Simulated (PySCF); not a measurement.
# B(NCO)3: geometry, NMR shifts, electronic excitations, spin-spin couplings and core binding energies

Aim: predict the NMR shifts, electronic excitations, spin-spin couplings and core binding energies of B(NCO)3 (`O=C=NB(N=C=O)N=C=O`).

Programs: PySCF 2.14.0, with density-fitted response routines of our own. Each step states its level of theory. These are calculated values for one molecule in the gas phase, unless marked as measured. Atoms are numbered from 0 throughout.

**1. The molecule as given**

10 atoms, charge 0, multiplicity 1; geometry from: GFN2-xTB. The atoms were then displaced at random by about 0.03 Å, so the start is not that level's minimum.

Bonds of the start (Å): B0–N1 1.34, B0–N4 1.49, B0–N7 1.33, N1–C2 1.15, C2–O3 1.31, N4–C5 1.22, C5–O6 1.12, N7–C8 1.23, C8–O9 1.17.

**2. Optimising the geometry at PBE0-D3(BJ)/def2-SVP**

The job: settings as JSON, then the geometry in Å.

```
{"job": {"xc": "PBE0", "basis": "def2-SVP", "d3": "d3bj", "grid": 1, "maxiter": 40, "shake": 0.03, "kind": "geom"}, "charge": 0, "multiplicity": 1}
B      0.074410    -0.082540     0.014340
N      1.385380     0.190840    -0.011480
C      2.516440     0.011750    -0.046630
O      3.824630    -0.068110    -0.046080
N     -0.871330     1.072640    -0.015940
C     -1.314950     2.211740     0.018810
O     -1.775970     3.228310     0.036930
N     -0.453290    -1.298980    -0.019940
C     -1.288530    -2.194840     0.052370
O     -1.972120    -3.147560     0.022040
```

Launch:

```
OMP_NUM_THREADS=1 python probes_run.py task.json out
```

This one command runs all jobs of the session in turn.

The program printed:

```text
step   0  E = -528.21643313  max force = 0.292050
step   1  E = -528.27539660  max force = 0.024217
step   2  E = -528.27664172  max force = 0.004953
step   3  E = -528.27673597  max force = 0.002088
step   4  E = -528.27676216  max force = 0.001078
step   5  E = -528.27677298  max force = 0.001378
step   6  E = -528.27678647  max force = 0.001294
step   7  E = -528.27682461  max force = 0.001662
step   8  E = -528.27683121  max force = 0.001501
step   9  E = -528.27683084  max force = 0.000633
step  10  E = -528.27682946  max force = 0.000784
step  11  E = -528.27682976  max force = 0.000705
step  12  E = -528.27683019  max force = 0.000496
step  13  E = -528.27683035  max force = 0.000349
optimisation converged
```

It took 3.2 min on 1 thread of Arm Neoverse N1, shared host; peak memory 0.55 GiB.

The steps of the relaxation:

```
step  energy from step 0 (eV)  largest force component (eV/Å)
   0                   0.0000                         15.0178
   1                  -1.6045                          1.2453
   2                  -1.6384                          0.2547
   3                  -1.6409                          0.1074
   4                  -1.6416                          0.0554
   5                  -1.6419                          0.0709
   6                  -1.6423                          0.0665
   7                  -1.6433                          0.0855
   8                  -1.6435                          0.0772
   9                  -1.6435                          0.0326
  10                  -1.6435                          0.0403
  11                  -1.6435                          0.0363
  12                  -1.6435                          0.0255
  13                  -1.6435                          0.0179
```

Close pairs (by a distance rule), those that changed most:

| bond | before (Å) | after (Å) | change (Å) |
| --- | --- | --- | --- |
| C2–O3 | 1.311 | 1.164 | -0.146 |
| B0–N7 | 1.326 | 1.421 | +0.094 |
| B0–N1 | 1.339 | 1.420 | +0.080 |
| B0–N4 | 1.493 | 1.421 | -0.072 |
| N1–C2 | 1.146 | 1.198 | +0.053 |
| C5–O6 | 1.116 | 1.164 | +0.048 |
| N7–C8 | 1.227 | 1.200 | -0.027 |
| N4–C5 | 1.223 | 1.199 | -0.024 |

The end geometry stands in the next job.

| at the end point | value |
| --- | --- |
| point group (found at 0.08 Å tolerance) | Cs |
| rotational constants (GHz, main isotopes) | 1.040, 0.985, 0.506 |
| dipole moment (D) | 0.03 |

**3. Shielding tensors: PBE0/pcSseg-1**

The job: settings as JSON, then the geometry in Å.

```
{"job": {"kind": "nmr", "xc": "PBE0", "basis": "pcSseg-1"}, "charge": 0, "multiplicity": 1}
B      0.020688    -0.034880     0.006939
N      1.427552     0.153151    -0.013223
C      2.615889     0.000320    -0.030617
O      3.775791    -0.098856    -0.047873
N     -0.847720     1.090081     0.000958
C     -1.247087     2.220662    -0.019376
O     -1.687749     3.297765    -0.036936
N     -0.522011    -1.347480     0.036214
C     -1.333445    -2.231317     0.047801
O     -2.077237    -3.126197     0.060532
```

Level: GIAO PBE0/pcSseg-1 NMR shielding, non-relativistic, gas phase.

The program printed:

```text
coarse grid: 10792 points
cycle   1  E = -528.2741462886  dE =  2.328e+00  |g| = 1.159e+00  |ddm| = 3.232e+00
cycle   2  E = -527.4498361664  dE =  8.243e-01  |g| = 2.425e+00  |ddm| = 1.837e+00
cycle   3  E = -528.4673638904  dE = -1.018e+00  |g| = 5.162e-01  |ddm| = 1.417e+00
cycle   4  E = -528.5229591431  dE = -5.560e-02  |g| = 1.103e-01  |ddm| = 3.491e-01
cycle   5  E = -528.5254317432  dE = -2.473e-03  |g| = 2.637e-02  |ddm| = 7.191e-02
cycle   6  E = -528.5255770684  dE = -1.453e-04  |g| = 5.480e-03  |ddm| = 1.805e-02
cycle   7  E = -528.5255845333  dE = -7.465e-06  |g| = 1.194e-03  |ddm| = 4.413e-03
final grid: 111432 points
cycle   8  E = -528.6107568633  dE =  2.132e-05  |g| = 1.834e-02  |ddm| = 2.311e-02
cycle   9  E = -528.6104555351  dE =  3.013e-04  |g| = 4.336e-02  |ddm| = 3.144e-02
cycle  10  E = -528.6108142571  dE = -3.587e-04  |g| = 3.554e-03  |ddm| = 2.427e-02
cycle  11  E = -528.6108172565  dE = -2.999e-06  |g| = 4.682e-04  |ddm| = 2.145e-03
cycle  12  E = -528.6108172912  dE = -3.464e-08  |g| = 2.227e-04  |ddm| = 3.532e-04
cycle  13  E = -528.6108172992  dE = -8.022e-09  |g| = 9.620e-05  |ddm| = 1.620e-04
cycle  14  E = -528.6108173009  dE = -1.746e-09  |g| = 1.683e-05  |ddm| = 5.594e-05
cycle  15  E = -528.6108173010  dE = -5.889e-11  |g| = 1.359e-06  |ddm| = 1.051e-05
converged SCF energy = -528.6108173010

GIAO shielding tensors (ppm)
atom      isotropic    diamagn.    paramagn.     s11        s22        s33       span
  0 B       97.612     197.944    -100.332     93.233     94.337    105.265     12.031
  1 N      191.176     325.160    -133.985    107.597    160.782    305.148    197.551
  2 C       61.264     260.577    -199.313    -42.877    -41.559    268.227    311.105
  3 O      173.567     398.741    -225.174     75.215    113.496    331.990    256.774
  4 N      190.061     325.775    -135.714    106.590    159.773    303.820    197.230
  5 C       60.550     260.515    -199.965    -44.132    -42.224    268.007    312.139
  6 O      172.236     398.838    -226.601     75.847    108.857    332.005    256.158
  7 N      189.880     325.787    -135.907    106.554    160.649    302.438    195.884
  8 C       60.010     260.318    -200.309    -45.192    -43.097    268.318    313.510
  9 O      171.147     398.777    -227.630     75.037    105.853    332.549    257.512
```

It took 41 s on 1 thread of Arm Neoverse N1, shared host; peak memory 1 GiB.

Shifts follow as δ = σ(reference) − σ, with reference shieldings (ppm) from runs at the same level and on the same kind of geometry: 13C TMS 184.4, 15N NH3 265.7, 17O H2O 334.6, 11B BF3·OEt2 100.7. The references are single molecules in the gas phase, so shifts against H2O, NH3, PH3, H3PO4 or CFCl3 are not on the usual liquid scales and can be off by tens of ppm. Atoms listed in one row are averaged.

```
     atoms              environment  σ (ppm)  δ (ppm)
C2, C5, C8    carbon bonded to N, O     60.6    123.8
        B0      boron bonded to 3 N     97.6      3.1
N1, N4, N7  nitrogen bonded to C, B    190.4     75.3
O3, O6, O9       oxygen bonded to C    172.3    162.2
```

The run also stored atomic charges by several schemes (e):

| atoms | Mulliken | IAO | Hirshfeld | ESP fit |
| --- | --- | --- | --- | --- |
| B0 | 0.55 | 0.45 | 0.28 | 1.03 |
| N1, N4, N7 | -0.53 | -0.37 | -0.19 | -0.71 |
| C2, C5, C8 | 0.66 | 0.56 | 0.27 | 0.75 |
| O3, O6, O9 | -0.31 | -0.34 | -0.17 | -0.39 |

Mayer bond orders: B0–N1 1.07, B0–N4 1.07, B0–N7 1.07, N1–C2 1.88, C2–O3 2.07, N4–C5 1.88, C5–O6 2.07, N7–C8 1.88, C8–O9 2.07.

The fields below are evaluated on a grid from the run's orbitals.

Frontier orbitals at PBE0/pcSseg-1, with the share of their density that lies nearest to each atom:

```
orbital  energy (eV)                                                         lies on
   HOMO        -8.90          N1, N4, N7 about 19 % each; O3, O6, O9 about 11 % each
   LUMO        -2.18  B0 35 %; C2, C5, C8 about 11 % each; O3, O6, O9 about 7 % each
```

ELF in a plane through or near 10 of the atoms.

Ten even steps from ' ' (0.00) to '@' (0.90):
```
                                                        
                                                        
                      ..::----::                        
                    ::**@@@@@@%%++..                    
                    --##@@--==%%++..                    
                      --####++**--                      
                      --**::++**==..                    
                      --##%%==%%%%**--                  
                ::::    ++@@##%%##::                    
              ..++%%%%**--::--==..                      
        ......==##@@==--@@..::@@%%%%##++--::::::        
      ::++**##**..**####%%::####%%##**::####%%**::      
      ==%%@@::%%++++##++::  ==@@@@%%----%%++@@@@==      
      ::##@@@@%%++::..      ::++--::--++%%@@@@##::      
        ::++##**--                    ..==**++::        
                                                        
                                                        
                                                        
                                                        
                                                        
```
The map spans 11.8 Å across and 12.6 Å up, centred on the molecule. Atoms in the plane (x, y in Å): B0 (0.0, 0.0), N1 (-1.3, -0.5), C2 (-2.3, -1.2), O3 (-3.3, -1.9), N4 (0.2, 1.4), C5 (0.1, 2.6), O6 (-0.1, 3.7), N7 (1.1, -0.9), C8 (2.2, -1.3), O9 (3.3, -1.8).

On the surface of density 0.002 e/bohr³ the electrostatic potential runs, from the 1st to the 99th percentile, from -0.78 V near O3 to 1.40 V near B0.

**4. TDDFT and polarisability: CAM-B3LYP/def2-SVPD**

The job, as its differences from that of step 3:

```diff
@@ -1,2 +1,2 @@
-{"job": {"kind": "nmr", "xc": "PBE0", "basis": "pcSseg-1"}, "charge": 0, "multiplicity": 1}
+{"job": {"kind": "uv", "xc": "CAM-B3LYP", "basis": "def2-SVPD", "ip": false, "nstates": 10}, "charge": 0, "multiplicity": 1}
 B      0.020688    -0.034880     0.006939
```

Method: TDDFT CAM-B3LYP/def2-SVPD, vertical, gas phase, core orbitals frozen in the response.

The program printed:

```text
coarse grid: 10792 points
cycle   1  E = -528.2708550076  dE =  2.408e+00  |g| = 1.212e+00  |ddm| = 9.328e+00
cycle   2  E = -527.8249631618  dE =  4.459e-01  |g| = 2.031e+00  |ddm| = 3.802e+00
cycle   3  E = -528.5439944347  dE = -7.190e-01  |g| = 3.317e-01  |ddm| = 2.368e+00
cycle   4  E = -528.5652166525  dE = -2.122e-02  |g| = 8.972e-02  |ddm| = 4.164e-01
cycle   5  E = -528.5669630260  dE = -1.746e-03  |g| = 1.494e-02  |ddm| = 1.393e-01
cycle   6  E = -528.5670166409  dE = -5.361e-05  |g| = 4.100e-03  |ddm| = 3.595e-02
cycle   7  E = -528.5670211130  dE = -4.472e-06  |g| = 6.972e-04  |ddm| = 1.204e-02
final grid: 111432 points
cycle   8  E = -528.6701604351  dE = -2.361e-05  |g| = 4.797e-03  |ddm| = 1.308e-01
cycle   9  E = -528.6701520756  dE =  8.360e-06  |g| = 8.245e-03  |ddm| = 1.284e-02
cycle  10  E = -528.6701647758  dE = -1.270e-05  |g| = 9.047e-04  |ddm| = 7.350e-03
cycle  11  E = -528.6701649658  dE = -1.901e-07  |g| = 1.745e-04  |ddm| = 1.937e-03
cycle  12  E = -528.6701649705  dE = -4.672e-09  |g| = 1.361e-04  |ddm| = 3.532e-04
cycle  13  E = -528.6701649742  dE = -3.659e-09  |g| = 2.704e-05  |ddm| = 1.839e-04
cycle  14  E = -528.6701649743  dE = -1.678e-10  |g| = 1.461e-05  |ddm| = 4.723e-05
converged SCF energy = -528.6701649743

Static polarisability (au): isotropic 81.293, principal 42.450 98.784 102.646

Singlet excitations
state   eV       nm        f      main configurations
  1   5.4026    229.5   0.00000   H->L 0.95
  2   6.2014    199.9   0.00002   H-3->L 0.89
  3   6.2483    198.4   0.00007   H-4->L 0.89
  4   6.4560    192.0   0.27321   H-1->L 0.55, H-2->L 0.30
  5   6.4640    191.8   0.29079   H-2->L 0.55, H-1->L 0.30
  6   7.5294    164.7   0.00015   H->L+1 0.70
  7   7.7736    159.5   0.00027   H-1->L+1 0.34, H-1->L+5 0.17
  8   7.7926    159.1   0.00054   H-1->L+4 0.23, H-1->L+1 0.15, H-1->L+3 0.14
  9   7.8550    157.8   0.00028   H-2->L+1 0.34, H-2->L+2 0.21, H-2->L+5 0.18
 10   7.9077    156.8   0.00022   H-5->L 0.39, H->L+1 0.16, H-4->L+4 0.09

Triplet excitations (Tamm-Dancoff, eV): 5.2811 5.5248 5.5259 6.0447
```

Run time: 1.7 min. Hardware: 1 thread of Arm Neoverse N1, shared host; peak memory 0.97 GiB.

The orbitals next to the gap, with their largest atomic shares:

```csv
orbital,eV,atoms
HOMO−3,-11.24,"N1 22 %, N7 20 %, O3 17 %"
HOMO−2,-10.76,"N1 31 %, O3 22 %, N4 11 %"
HOMO−1,-10.76,"N7 26 %, N4 21 %, O9 18 %"
HOMO,-10.33,"N4 18 %, N1 18 %, N7 17 %"
LUMO,-1.21,"B0 25 %, N1 10 %, N4 10 %"
LUMO+1,0.26,"B0 40 %, C5 13 %, C8 13 %"
LUMO+2,1.15,"C2 31 %, C8 28 %, O3 12 %"
```

With each of the 10 states as a Gaussian band of 0.4 eV half-width at 1/e, the curve within the window shown has maxima at 192 nm (ε 23,000) L/(mol cm). Beyond the last state computed it falls off for lack of states. The curve at chosen wavelengths:

| nm | ε (L/mol/cm) |
| --- | --- |
| 151 | 21 |
| 155 | 45 |
| 160 | 56 |
| 164 | 53 |
| 168 | 140 |
| 172 | 715 |
| 177 | 3636 |
| 181 | 8930 |
| 185 | 15952 |
| 190 | 22271 |
| 194 | 22127 |
| 198 | 17781 |
| 202 | 11850 |
| 207 | 5670 |
| 211 | 2678 |
| 215 | 1117 |
| 219 | 418 |
| 224 | 107 |
| 228 | 33 |
| 232 | 9 |
| 237 | 2 |
| 241 | 0 |
| 245 | 0 |
| 249 | 0 |
| 254 | 0 |
| 258 | 0 |

Leading natural transition orbitals of singlet state 5: the hole lies on N1, N7 about 29 % each; O3, O9 about 16 % each; the particle on B0 35 %; C2, C8 about 13 % each; C5 7 %.

Leading natural transition orbitals of singlet state 1: the hole lies on N1, N4, N7 about 20 % each; O3, O6, O9 about 10 % each; the particle on B0 36 %; C2, C5, C8 about 11 % each; O3, O6, O9 about 6 % each.

Ground-state properties from the same run:

```csv
property,computed
dipole moment (D),0.05
polarisability (Å³),12.05
HOMO–LUMO gap (eV),9.12
−ε(HOMO) (eV),10.33
```

**5. J couplings: B3LYP/pcJ-1**

The job, as its differences from that of step 4:

```diff
@@ -1,2 +1,2 @@
-{"job": {"kind": "uv", "xc": "CAM-B3LYP", "basis": "def2-SVPD", "ip": false, "nstates": 10}, "charge": 0, "multiplicity": 1}
+{"job": {"kind": "j", "xc": "B3LYP", "basis": "pcJ-1"}, "charge": 0, "multiplicity": 1}
 B      0.020688    -0.034880     0.006939
```

With the program's defaults for keys left out, this is: B3LYP/pcJ-1 indirect spin-spin coupling, non-relativistic, gas phase.

The program printed:

```text
coarse grid: 10792 points
cycle   1  E = -528.8625953071  dE =  2.270e+00  |g| = 1.273e+00  |ddm| = 3.308e+00
cycle   2  E = -527.7016515284  dE =  1.161e+00  |g| = 2.835e+00  |ddm| = 2.107e+00
cycle   3  E = -529.0576978950  dE = -1.356e+00  |g| = 6.645e-01  |ddm| = 1.682e+00
cycle   4  E = -529.1484911516  dE = -9.079e-02  |g| = 1.545e-01  |ddm| = 4.495e-01
cycle   5  E = -529.1531624919  dE = -4.671e-03  |g| = 3.852e-02  |ddm| = 9.577e-02
cycle   6  E = -529.1534598371  dE = -2.973e-04  |g| = 8.613e-03  |ddm| = 2.546e-02
cycle   7  E = -529.1534787032  dE = -1.887e-05  |g| = 2.030e-03  |ddm| = 7.100e-03
cycle   8  E = -529.1534790950  dE = -3.918e-07  |g| = 1.485e-03  |ddm| = 1.781e-03
final grid: 111432 points
cycle   9  E = -529.2575307127  dE = -1.829e-04  |g| = 9.319e-03  |ddm| = 2.119e-02
cycle  10  E = -529.2574649836  dE =  6.573e-05  |g| = 2.065e-02  |ddm| = 1.412e-02
cycle  11  E = -529.2575419715  dE = -7.699e-05  |g| = 3.107e-03  |ddm| = 1.188e-02
cycle  12  E = -529.2575439461  dE = -1.975e-06  |g| = 1.212e-03  |ddm| = 2.563e-03
cycle  13  E = -529.2575442109  dE = -2.648e-07  |g| = 5.633e-04  |ddm| = 8.656e-04
cycle  14  E = -529.2575442668  dE = -5.597e-08  |g| = 1.280e-04  |ddm| = 3.256e-04
cycle  15  E = -529.2575442697  dE = -2.872e-09  |g| = 1.928e-05  |ddm| = 6.807e-05
cycle  16  E = -529.2575442698  dE = -7.662e-11  |g| = 2.736e-06  |ddm| = 1.305e-05
converged SCF energy = -529.2575442698

Indirect spin-spin couplings (Hz)
  i      j    bonds     total        FC       PSO       DSO        SD
  0 B    1 N    1    -60.970   -62.164     1.522    -0.162    -0.167
  0 B    2 C    2     24.353    23.430     0.855    -0.133     0.201
  0 B    3 O    3     -1.223     0.154    -1.041     0.070    -0.406
  0 B    4 N    1    -59.084   -60.283     1.526    -0.161    -0.166
  0 B    5 C    2     23.177    22.329     0.804    -0.128     0.172
  0 B    6 O    3     -1.157     0.091    -0.956     0.070    -0.363
  0 B    7 N    1    -59.180   -60.384     1.532    -0.161    -0.168
  0 B    8 C    2     22.925    22.110     0.785    -0.125     0.155
  0 B    9 O    3     -1.144     0.043    -0.914     0.070    -0.342
```

Wall time 52 s (1 thread of Arm Neoverse N1, shared host); peak memory 0.99 GiB.

A choice of the couplings up to four bonds, sorted by the number of bonds, with means over like pairs; isotopes 11B, 13C, 15N, 17O:

| pair | bonds | J (Hz) | Fermi contact (Hz) |
| --- | --- | --- | --- |
| B0–N1 | 1 | -59.7 | -60.9 |
| B0–C2 | 2 | 23.5 | 22.6 |
| B0–O3 | 3 | -1.2 | 0.1 |

The response was solved for the nuclei of B alone, so couplings that need other nuclei can be missing.

Quadrupole couplings from the field gradients of the same density:

```csv
atom,isotope,eQq/h (MHz),η
O3,17O,-3.801,0.45
O6,17O,-3.760,0.42
O9,17O,-3.732,0.40
B0,11B,2.418,0.02
N1,14N,2.313,0.46
N7,14N,2.309,0.46
N4,14N,2.307,0.45
```

**6. Shielding tensors: B3LYP/pcSseg-1**

The job, as its differences from that of step 5:

```diff
@@ -1,2 +1,2 @@
-{"job": {"kind": "j", "xc": "B3LYP", "basis": "pcJ-1"}, "charge": 0, "multiplicity": 1}
+{"job": {"kind": "nmr", "xc": "B3LYP", "basis": "pcSseg-1", "pop": false}, "charge": 0, "multiplicity": 1}
 B      0.020688    -0.034880     0.006939
```

Level: GIAO B3LYP/pcSseg-1 NMR shielding, non-relativistic, gas phase.

The program printed:

```text
coarse grid: 10792 points
cycle   1  E = -528.8118569833  dE =  2.309e+00  |g| = 1.267e+00  |ddm| = 3.231e+00
cycle   2  E = -527.6525637663  dE =  1.159e+00  |g| = 2.809e+00  |ddm| = 2.119e+00
cycle   3  E = -529.0075416082  dE = -1.355e+00  |g| = 6.662e-01  |ddm| = 1.702e+00
cycle   4  E = -529.1004416174  dE = -9.290e-02  |g| = 1.454e-01  |ddm| = 4.524e-01
cycle   5  E = -529.1046566020  dE = -4.215e-03  |g| = 3.654e-02  |ddm| = 9.324e-02
cycle   6  E = -529.1049333103  dE = -2.767e-04  |g| = 8.092e-03  |ddm| = 2.463e-02
cycle   7  E = -529.1049501515  dE = -1.684e-05  |g| = 2.031e-03  |ddm| = 6.812e-03
cycle   8  E = -529.1049506703  dE = -5.188e-07  |g| = 1.248e-03  |ddm| = 1.698e-03
final grid: 111432 points
cycle   9  E = -529.2083063587  dE = -1.884e-05  |g| = 8.442e-03  |ddm| = 1.966e-02
cycle  10  E = -529.2082419712  dE =  6.439e-05  |g| = 2.017e-02  |ddm| = 1.411e-02
cycle  11  E = -529.2083177325  dE = -7.576e-05  |g| = 2.507e-03  |ddm| = 1.147e-02
cycle  12  E = -529.2083192567  dE = -1.524e-06  |g| = 4.903e-04  |ddm| = 1.724e-03
cycle  13  E = -529.2083192899  dE = -3.318e-08  |g| = 2.404e-04  |ddm| = 3.540e-04
cycle  14  E = -529.2083192996  dE = -9.716e-09  |g| = 1.032e-04  |ddm| = 1.694e-04
cycle  15  E = -529.2083193015  dE = -1.915e-09  |g| = 1.327e-05  |ddm| = 5.478e-05
cycle  16  E = -529.2083193015  dE = -3.888e-11  |g| = 8.204e-07  |ddm| = 9.159e-06
converged SCF energy = -529.2083193015

GIAO shielding tensors (ppm)
atom      isotropic    diamagn.    paramagn.     s11        s22        s33       span
  0 B       95.057     197.561    -102.503     90.616     91.743    102.813     12.197
  1 N      188.290     324.835    -136.545    103.869    157.599    303.403    199.534
  2 C       57.461     260.570    -203.109    -48.269    -46.866    267.517    315.786
  3 O      171.790     399.879    -228.089     72.988    111.669    330.713    257.724
  4 N      187.150     325.510    -138.360    102.866    156.498    302.086    199.220
  5 C       56.734     260.500    -203.765    -49.525    -47.546    267.274    316.800
  6 O      170.441     399.969    -229.528     73.659    106.942    330.723    257.064
  7 N      186.960     325.547    -138.587    102.798    157.393    300.687    197.889
  8 C       56.196     260.293    -204.097    -50.589    -48.425    267.602    318.190
  9 O      169.356     399.903    -230.548     72.870    103.912    331.285    258.415
```

Run time: 30 s. Hardware: 1 thread of Arm Neoverse N1, shared host; peak memory 1 GiB.

This run: δ C2 122.4, B0 2.8, N1 76.1, O3 163.5 ppm (means over like atoms).

[end of part 1 of 2]
